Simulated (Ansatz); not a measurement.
# Ge2N: a closer look at a trial structure

The task, for Ge2N: compute bands, density of states and charges.

Computed with Ansatz 0.2.0 (DFT PBE, scalar-relativistic, plane waves, PAW, unless a step's input says otherwise).

1 further run of the same task is left out (set aside as unsound or not needed). Runs told in other sessions of the task aren't counted.

## (1) The system as given

It takes space group R-3m (No. 166, trigonal). Conventional cell: a = 2.987 Å, b = 2.987 Å, c = 18.085 Å, α = 90.00°, β = 90.00°, γ = 120.00°. Around Ge (site symmetry 3m) lie 3 N at 2.21 Å. N (site symmetry -3m) is surrounded by 6 Ge at 2.21 Å.

Structure file:

```cif
data_structure
_symmetry_space_group_name_H-M 'P 1'
_symmetry_Int_Tables_number 1
_cell_length_a 6.2703
_cell_length_b 6.2703
_cell_length_c 6.2703
_cell_angle_alpha 27.563
_cell_angle_beta 27.563
_cell_angle_gamma 27.563
_cell_volume 46.59
loop_
_atom_site_label
_atom_site_type_symbol
_atom_site_fract_x
_atom_site_fract_y
_atom_site_fract_z
_atom_site_occupancy
Ge1 Ge 0.25672 0.25672 0.25672 1
Ge2 Ge 0.74328 0.74328 0.74328 1
N1 N 0.00000 0.00000 0.00000 1
```

It is the end of an earlier relaxation with the same method, from a database cell with other species swapped in; it needn't be the stable form of this composition. At a tolerance of 0.05 Å it has space group R-3m (No. 166); it has 15.53 Å³/atom, an uncorrected energy of +0.52 eV/atom over the elements.

## (2) Bands, states and charges

input.yaml

```yaml
crystal:
  lattice:
    - [1.4937129488, 0.8623955731, 6.0283695671]
    - [-1.4937129488, 0.8623955731, 6.0283695671]
    - [0.0, -1.7247911462, 6.0283695671]
  atoms:
    - { symbol: Ge, position: [0.2567221532, 0.2567221532, 0.2567221532] }
    - { symbol: Ge, position: [0.7432778468, 0.7432778468, 0.7432778468] }
    - { symbol: "N", position: [0.0, 0.0, 0.0] }
basis:
  ecutwfc: 420
kpoints:
  mp_grid: { grid: [18, 18, 18] }
  band_path:
    path:
      - [[0.0, 0.0, 0.0], [0.5, 0.5, 0.5], [0.81968995, 0.18031005, 0.5]]
      - [[0.5, -0.18031005, 0.18031005], [0.5, 0.0, 0.0], [0.0, 0.0, 0.0], [0.34015502, -0.34015502, 0.0]]
      - [[0.65984498, 0.0, 0.34015502], [0.5, 0.0, 0.5], [0.0, 0.0, 0.0]]
    npoints: 14
hamiltonian:
  xc: pbe
scf:
  occupations: { method: gaussian, width: 0.1 }
  n_extra_bands: 7
output:
  forces: true
  stress: true
  eigenvalues: true
  populations: true
  dos: { projected: true, de: 0.02, nscf_kmesh: { grid: [22, 22, 22] } }
  bader: true
  write_density: true
  write_potential: true
  elf: true
  volumetric_format: npy
```

Launch:

```bash
ansatz run input.yaml --threads 1 --pin off --max-ram 2560MiB --backend cpu --events-out ev --progress --plain --runs-dir out
```

Standard output:

```text
Warning: RAYON_NUM_THREADS=1 ignored (pool sized by the plan → 1); use --threads N
basis.fft_grid_basis auto: the FFT boxes are laid along the combinations [[1, -1, 0], [0, 1, 0], [0, -1, 1]] of the cell's own vectors, 2.987, 6.270 and 2.987 Å long. The dense box has 20×45×20 points. Along the cell's own vectors, as sized, it would have 45×45×45, 5.06 times as many. Of the 12 symmetry operations that the crystal satisfies within crystal.symmetry.tolerance (time reversal apart; of a slab, those that keep its plane) the dense box along the cell's own vectors carries 12, and the one as laid loses 8 of those. basis.fft_grid_basis: typed keeps the cell's own vectors: state it where this run's energies or levels are differenced outside the engine with another run's, or held beside a run that keeps those vectors. Those combinations have planes normal to reciprocal vector 3, as the cell's own vectors have. Each planar average written beside output.write_density, output.write_potential has a row for each plane of the box: 20. The volumetric files lie along those combinations, not along the cell's own vectors: a cube or XSF file states them, and fields.json those of NumPy files.
scf.n_extra_bands = 7 over 17 filled bands (N_el = 33.0): the run solves 24 bands
Engine: ansatz 0.2.0, x86_64-unknown-linux-gnu
Pseudopotentials: kind: paw
Pseudopotential: Ge, paw, valence charge 14, recommended cutoff 420 eV (normal), Ge.paw.azcp
Pseudopotential: N, paw, valence charge 5, recommended cutoff 420 eV (normal), N.paw.azcp
Functional definition: PBE
  parameter kappa = 0.804
  parameter beta = 0.06672455060314922
  exchange = pbe_x(kappa = kappa, mu = beta*pi^2/3)
  correlation = pbe_c(beta = beta)
Crystal: 3 atoms, lattice volume = 46.593 Å³
Basis set: ecut = 420 eV, 903 PW (Γ), FFT grids on a1−a2, a2, −a2+a3, exchange–correlation on 40×90×40 points (8 copies of the dense FFT grid, shifted against one another)
Bands: 24, of which v1, the nominal top of the filled ones, is band 17 counted from 1 (16 counted from 0)
Symmetry: 12 space group operations
Space group: R-3m (ITA 166), of the structure as read, at distance tolerance 3.6e-5 Å
k-points: 580 of 5832
Non-local potential: Ge, projectors of the file, l = 0: 2, l = 1: 2, l = 2: 3, l = 3: 1
Non-local potential: N, projectors of the file, l = 0: 2, l = 1: 2, l = 2: 1
PAW form: soft (Blöchl's): semilocal exchange-correlation on the pseudo side does not see the compensation charge
PAW one-centre angular grid: Ge, 590 points (default); XC on 64 Gauss nodes
PAW one-centre angular grid: N, 110 points (default); XC on 64 Gauss nodes
Initial density: superposition of atomic densities (neutral atoms: chi_scale 0, normalization atom), corrected by the library's trained network
Initial wavefunctions: pseudopotential atomic-orbital guess
Functional: x = pbe(κ = 0.804, μ = 0.2195149727645171), c = pbe(β = 0.06672455060314922)
SCF iter   1: F=—  HF=-8972.420867 eV  |F-HF|=—  |Δ(HF+E_count)|=         —  Δρ=5.98e-3  dr2=5.91e-2  ethr=1.77e-3  ⟨swp⟩=5.1  Hψ=60019  notcnv=0  defer=142
preconditioner: auto → Kerker (q_TF=auto, 2.576 Å⁻¹)  [metal: Δε(μ)=0.002 eV  Ē_g=23.709 eV  σ=0.100 eV  W_gap=0.01  n_scr=16 (ndim 8)  ℏωp=31.3 eV  f_vac=0.000  D(μ)=0.86/eV (n_scr^D=2)]
SCF iter   2: F=—  HF=-8972.415486 eV  |F-HF|=—  |Δ(HF+E_count)|=   5.38e-3  Δρ=3.74e-3  dr2=3.09e-2  ethr=1.79e-4  ⟨swp⟩=1.0  Hψ=18561  notcnv=0  defer=170
SCF iter   3: F=—  HF=-8972.411051 eV  |F-HF|=—  |Δ(HF+E_count)|=   4.44e-3  Δρ=1.84e-3  dr2=4.34e-3  ethr=9.36e-5  ⟨swp⟩=2.6  Hψ=22977  notcnv=0  defer=170
SCF iter   4: F=—  HF=-8972.409469 eV  |F-HF|=—  |Δ(HF+E_count)|=   1.58e-3  Δρ=1.07e-3  dr2=7.60e-4  ethr=1.31e-5  ⟨swp⟩=2.0  Hψ=20491  notcnv=0  defer=170
SCF iter   5: F=—  HF=-8972.409384 eV  |F-HF|=—  |Δ(HF+E_count)|=   8.47e-5  Δρ=4.31e-4  dr2=6.81e-5  ethr=2.30e-6  ⟨swp⟩=2.0  Hψ=22697  notcnv=0  defer=170
SCF iter   6: F=—  HF=-8972.409334 eV  |F-HF|=—  |Δ(HF+E_count)|=   4.97e-5  Δρ=1.00e-4  dr2=6.82e-6  ethr=2.06e-7  ⟨swp⟩=2.0  Hψ=22512  notcnv=0  defer=171
SCF iter   7: F=—  HF=-8972.409324 eV  |F-HF|=—  |Δ(HF+E_count)|=   1.05e-5  Δρ=2.44e-5  dr2=3.69e-7  ethr=2.07e-8  ⟨swp⟩=2.0  Hψ=22618  notcnv=0  defer=171
SCF iter   8: F=-8972.409324 eV  HF=-8972.409324 eV  |F-HF|=1.70e-8  |Δ(HF+E_count)|=   2.92e-8  Δρ=6.44e-6  dr2=2.49e-8  ethr=3.03e-10  ⟨swp⟩=12.1  Hψ=91108  notcnv=0
SCF 1 converged in 8 iterations: F = -8972.409324 eV  dr2 = 2.49e-8
NSCF: frozen V_eff on 101 k-points
NSCF: frozen V_eff on 1024 k-points
SCF converged after 8 iterations
Free energy (F): -8972.409324 eV
Harris-Foulkes:  -8972.409324 eV  (|F-HF|=1.70e-8)
Internal energy: -8972.405062 eV  (E = F + TS)
E sigma→0 (E₀):  -8972.407193 eV
Entropy (-TS):   -0.004262 eV (-1.421 meV/atom)
Fermi energy:    10.486587 eV
--- Per-component energies (eV) ---
  E_band       = -245.511584
  E_kinetic    = 348.251825
  E_local      = -4853.451358  (includes V_loc(G=0)·N_el)
  E_nonlocal   = 876.827289
  E_hartree    = 2109.159827
  E_xc         = -210.680460
  E_vxc        = -204.644179  (∫ρ·V_xc dr)
  E_paw        = -4159.207047  (= ΣΔE_a)
  E_vpaw       = -630.806838  (= ΣTr[D̂ρ^β])
  E_aug_tail   = 0.000860  (compensation charges beyond the density's cutoff)
  E_ewald      = -3083.305999
  E_smearing   = -0.004262  (= −TS)
  E_closure    = -0.000000  (closes the sum)
  Σ components = -8972.409324   (vs F -8972.409324, Δ=0.00e0)
--- Forces (eV/Å), atoms counted from 1 ---
  atom   1  Ge     0.00000000     0.00000000     0.00014565
  atom   2  Ge    -0.00000000    -0.00000000    -0.00014565
  atom   3  N     -0.00000000     0.00000000    -0.00000000
  max |Σ_I F_I| component: 1.85e-17 eV/Å
--- Stress (GPa, compression-positive) ---
       -0.011003       0.000000       0.000000
        0.000000      -0.011003      -0.000000
       -0.000000      -0.000000       0.000716
  P = ⅓ Tr σ = -0.0071 GPa (-0.071 kbar)
--- Band table (eV; the first three rows and the last of 580) ---
  k-point 0: bands = ["-14.6504", "-14.6499", "-14.6499", "-14.6435", "-14.6435", "-14.6402", "-14.5898", "-14.5898", "-14.5782", "-14.5782", "-7.2572", "-0.8051", "1.8197", "8.4828", "8.4828", "9.1181", "10.9162", "17.1715", "17.1715", "17.6161", "18.2842", "19.3595", "19.3595", "23.0416"]
  k-point 1: bands = ["-14.6512", "-14.6487", "-14.6472", "-14.6438", "-14.6409", "-14.6385", "-14.5914", "-14.5904", "-14.5803", "-14.5783", "-7.2036", "-0.7440", "1.8712", "8.1233", "8.4281", "9.1258", "11.2256", "16.4104", "17.1435", "17.8741", "18.3604", "18.8827", "19.1451", "22.7469"]
  k-point 2: bands = ["-14.6547", "-14.6490", "-14.6405", "-14.6395", "-14.6334", "-14.6333", "-14.5962", "-14.5920", "-14.5860", "-14.5788", "-7.0446", "-0.5606", "2.0167", "7.3497", "8.2755", "9.1467", "11.8271", "15.2857", "17.0125", "17.4716", "17.8043", "18.7142", "18.8130", "21.9998"]
  k-point 579: bands = ["-14.6494", "-14.6494", "-14.6465", "-14.6438", "-14.6436", "-14.6436", "-14.5880", "-14.5880", "-14.5805", "-14.5805", "-7.2261", "-1.3987", "3.5536", "6.4434", "8.4802", "8.4802", "13.1117", "15.0115", "17.3161", "17.3161", "19.1238", "19.1238", "22.0339", "22.8552"]
--- Löwdin populations: 3 sites ---
  site symbol       q [e]
     0     Ge     13.5956
     1     Ge     13.5956
     2      N      5.7198
  spilling = 0.002699 (of n_electrons = 33.000000)
--- Bader charges: 3 sites ---
  site symbol  charge [e]  shift [e]
     0     Ge      0.7250     0.0001
     1     Ge      0.7250     0.0001
     2      N     -1.4500     0.0001
  estimated error of the sums over rays = 4.0e-4 e
```

Wall time 3.9 min (1 thread of Intel Xeon at 2.50GHz (Skylake/Cascade Lake), shared host); peak memory 0.98 GiB.

Per atom:

```
atom  Löwdin electrons  Bader charge (e)  Bader volume (Å³)
 Ge1             13.60             +0.72               17.6
 Ge2             13.60             +0.72               17.6
  N3              5.72             -1.45               11.3
```

From bands.tsv, the levels nearest the Fermi level at the path's corners, in eV from the Fermi level:

```tsv
point	band 13	band 14	band 15	band 16	band 17	band 18	band 19	band 20
Γ	-8.67	-2.00	-2.00	-1.37	0.43	6.68	6.68	7.13
T	-6.93	-4.04	-2.01	-2.01	2.62	4.53	6.83	6.83
H2	-8.11	-5.83	-3.86	-3.35	-0.14	0.26	0.63	3.03
H0	-8.11	-5.83	-3.86	-3.35	-0.14	0.26	0.63	3.03
L	-6.64	-6.17	-3.48	-2.21	-2.10	1.48	1.95	4.22
Γ	-8.67	-2.00	-2.00	-1.37	0.43	6.68	6.68	7.13
S0	-8.21	-5.76	-3.85	-3.43	-0.31	0.32	0.64	3.30
S2	-8.21	-5.76	-3.85	-3.43	-0.31	0.32	0.64	3.30
F	-6.81	-6.00	-3.50	-2.42	-2.06	1.70	3.32	4.79
Γ	-8.67	-2.00	-2.00	-1.37	0.43	6.68	6.68	7.13
```

Counts of states by energy window (eV from the Fermi level), total and by projection:

```
from  to  total  Ge 4s  Ge 4p  N 2p
  -8  -7   1.06   0.49   0.19  0.26
  -7  -6   0.46   0.12   0.15  0.18
  -6  -5   0.73   0.21   0.22  0.28
  -5  -4   1.09   0.18   0.43  0.45
  -4  -3   1.91   0.24   0.67  0.96
  -3  -2   1.73   0.32   0.53  0.84
  -2  -1   0.58   0.09   0.28  0.17
  -1   0   0.69   0.10   0.47  0.07
   0   1   0.93   0.12   0.62  0.13
   1   2   1.23   0.14   0.78  0.20
   2   3   1.26   0.12   0.83  0.16
   3   4   1.44   0.08   0.99  0.22
   4   5   1.58   0.08   1.13  0.21
   5   6   1.65   0.05   1.09  0.27
```

A further 25 or so states lie below the table's range.

Axes a, b and c in the maps are those of this run's conventional cell (a, b, c = 2.987, 2.987, 18.085 Å).

Density in a lattice plane of the grid's cell (edges 2.99 and 18.09 Å, at 0.000 of the third edge), which holds Ge and N.

Values in e/Å³, 12 rows by 6 columns:
```
 0.14  0.19  0.39  0.54  0.37  0.19
 0.08  0.07  0.06  0.05  0.06  0.07
46.57  5.29  0.40  0.16  0.38  5.25
 0.13  0.18  0.38  0.60  0.38  0.18
 0.13  0.19  0.37  0.54  0.35  0.19
 0.03  0.04  0.06  0.06  0.06  0.04
 0.13  0.19  0.35  0.54  0.37  0.19
 0.13  0.18  0.38  0.60  0.38  0.18
46.57  5.25  0.38  0.16  0.40  5.29
 0.08  0.07  0.06  0.05  0.06  0.07
 0.14  0.19  0.37  0.54  0.39  0.19
 3.54  2.24  0.40  0.15  0.40  2.24
```
Columns run along the first of these edges and rows up along the second, over one cell in 6 and 12 even steps from the bottom left corner. Atoms in the plane (fractional): Ge at (1.00, 0.26), Ge at (1.00, 0.74), N at (0.00, 0.00).

ELF in the same plane.

Ten even steps from '0' (0.02) to '9' (0.74):
```
753335
136663
002320
885158
025352
234543
016861
234443
246764
000100
246764
234443
016861
234543
025352
885158
002320
136663
753335
097179
```
Columns run along the first of these edges and rows up along the second, over one cell in 6 and 20 even steps from the bottom left corner. Atoms in the plane (fractional): Ge at (1.00, 0.26), Ge at (1.00, 0.74), N at (0.00, 0.00).

Both are smooth fields of the valence electrons: close to the nuclei they are not physical.

Maxima of ELF outside the ion cores: 0.83 in the shell around N, 0.7 Å from N; 0.65 beside Ge, off the lines to its neighbours, 1.2 Å from Ge.

## (3) Changed: accuracy high

input.yaml

```yaml
crystal:
  lattice:
    - [1.4937129488, 0.8623955731, 6.0283695671]
    - [-1.4937129488, 0.8623955731, 6.0283695671]
    - [0.0, -1.7247911462, 6.0283695671]
  atoms:
    - { symbol: Ge, position: [0.2567221532, 0.2567221532, 0.2567221532] }
    - { symbol: Ge, position: [0.7432778468, 0.7432778468, 0.7432778468] }
    - { symbol: "N", position: [0.0, 0.0, 0.0] }
basis:
  ecutwfc: 420
kpoints:
  mp_grid: { grid: [18, 18, 18] }
hamiltonian:
  xc: pbe
scf:
  occupations: { method: gaussian, width: 0.1 }
output:
  forces: true
  eigenvalues: true
  stress: true
accuracy: high
```

Launch:

```bash
ansatz run input.yaml --threads 1 --pin off --max-ram 2560MiB --backend cpu --events-out ev --progress --plain --runs-dir out
```

Standard output, cut to the lines that bear on the results:

```text
Warning: RAYON_NUM_THREADS=1 ignored (pool sized by the plan → 1); use --threads N
[...]
[... 4 set-up lines as earlier in the session ...]
[...]
Crystal: 3 atoms, lattice volume = 46.593 Å³
Basis set: ecut = 420 eV, 903 PW (Γ), FFT grids on a1−a3, a2−a3, a3, exchange–correlation on 48×48×96 points (8 copies of the dense FFT grid, shifted against one another)
Bands: 21, of which v1, the nominal top of the filled ones, is band 17 counted from 1 (16 counted from 0)
[... 2 set-up lines as earlier in the session ...]
k-points: 580 of 5832
[...]
SCF iter   1: F=—  HF=-8972.420790 eV  |F-HF|=—  |Δ(HF+E_count)|=         —  Δρ=5.99e-3  dr2=5.95e-2  ethr=1.77e-3  ⟨swp⟩=5.1  Hψ=48242  notcnv=0
[...]
SCF iter  11: F=-8972.409324 eV  HF=-8972.409324 eV  |F-HF|=1.09e-11  |Δ(HF+E_count)|=  1.26e-10  Δρ=1.21e-7  dr2=6.06e-12  ethr=1.00e-12  ⟨swp⟩=4.2  Hψ=41878  notcnv=0
[...]
SCF converged after 11 iterations
Free energy (F): -8972.409324 eV
[...]
E sigma→0 (E₀):  -8972.407193 eV
Entropy (-TS):   -0.004262 eV (-1.421 meV/atom)
Fermi energy:    10.486634 eV
[...]
--- Forces (eV/Å), atoms counted from 1 ---
  atom   1  Ge     0.00000000     0.00000000     0.00008438
  atom   2  Ge    -0.00000000    -0.00000000    -0.00008438
  atom   3  N     -0.00000000     0.00000000     0.00000000
[...]
--- Stress (GPa, compression-positive) ---
       -0.011032       0.000000       0.000000
        0.000000      -0.011032      -0.000000
        0.000000      -0.000000       0.000448
  P = ⅓ Tr σ = -0.0072 GPa (-0.072 kbar)
--- Band table (eV; the first three rows and the last of 580) ---
[... band rows left out ...]
[...]
```

It took 88 s on 1 thread of Intel Xeon at 2.50GHz (Skylake/Cascade Lake), shared host; peak memory 0.71 GiB.

```
    run     ending  energy change  pressure (GPa)  gap (eV)  force (eV/Å)  cycles     time
 step 2  converged              0             0.0      0.00          0.00       8  3.9 min
variant  converged   0.0 meV/atom             0.0      0.00          0.00      11     88 s
```

The changed input (accuracy level) leaves the energy the same to the digits printed.

## (4) Results

```
                 quantity                 value
                      gap          none (metal)
states at the Fermi level  0.58 per eV per cell
            Bader charges   Ge +0.72, N -1.45 e
```

There is no gap at this level. Of the projected weight within 0.25 eV of the Fermi level, the largest part is Ge 4p (70 %) and Ge 4s (15 %). Bader charges go up to 1.4 e. Spin polarisation is off in the runs that give these values; a magnetic solution could lie lower.
